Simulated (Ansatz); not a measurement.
# Cl4FSi: the cost of one run

All numbers below are computed with Ansatz 0.2.0 (UKS PBE-D4/def2-SVP).

### Step 1. The system as given

Bond lengths: Si1–Cl2 2.380 Å, Si1–Cl3 2.130 Å, Si1–Cl4 2.128 Å, Si1–Cl5 2.128 Å, Cl2–F6 1.800 Å. Angles: Si1–Cl2–F6 180.0°, Cl2–Si1–Cl3 109.4°, Cl2–Si1–Cl4 109.5°, Cl2–Si1–Cl5 109.5°, Cl3–Si1–Cl4 109.5°, Cl3–Si1–Cl5 109.5°, Cl4–Si1–Cl5 109.5°.

As a file:

```xyz
6

Si    0.0000    0.0000    0.0000
Cl    0.0000    0.0000    2.3800
Cl    2.0086    0.0000   -0.7093
Cl   -1.0032    1.7381   -0.7093
Cl   -1.0032   -1.7381   -0.7093
F     0.0000    0.0000    4.1800
```

### Step 2. Pulling towards end A

Springs on the bonds that form and break draw the guess towards this end; the thresholds are loose.

input.yaml reads:

```yaml
crystal:
  periodic: [false, false, false]
  atoms:
    - { symbol: Si, position_ang: [0.0, 0.0, 0.0] }
    - { symbol: Cl, position_ang: [0.0, 0.0, 2.38] }
    - { symbol: Cl, position_ang: [2.0086, 0.0, -0.7093] }
    - { symbol: Cl, position_ang: [-1.0032, 1.7381, -0.7093] }
    - { symbol: Cl, position_ang: [-1.0032, -1.7381, -0.7093] }
    - { symbol: F, position_ang: [0.0, 0.0, 4.18] }
magnetization:
  spin_polarized: true
  initial_magnetization: 1
basis:
  gaussian: { orbitals: def2-SVP }
hamiltonian:
  xc: pbe
  dispersion: d4
relax:
  f_tol: 0.15
  max_steps: 25
  restrain:
    - { distance: [1, 5], at: 2.7, k: 30.0 }
    - { distance: [0, 1], at: 2.13, k: 30.0 }
```

Run with:

```
$ ansatz run input.yaml --threads 4 --pin off --max-ram 5120MiB --backend cpu --events-out ev --progress --plain --runs-dir out
```

**Question.** How long does this run take on 4 threads of Intel Xeon Platinum 8375C at 2.90GHz (Ice Lake), shared host, and how much memory does it need?

About 43 s, with a peak of 0.28 GiB.
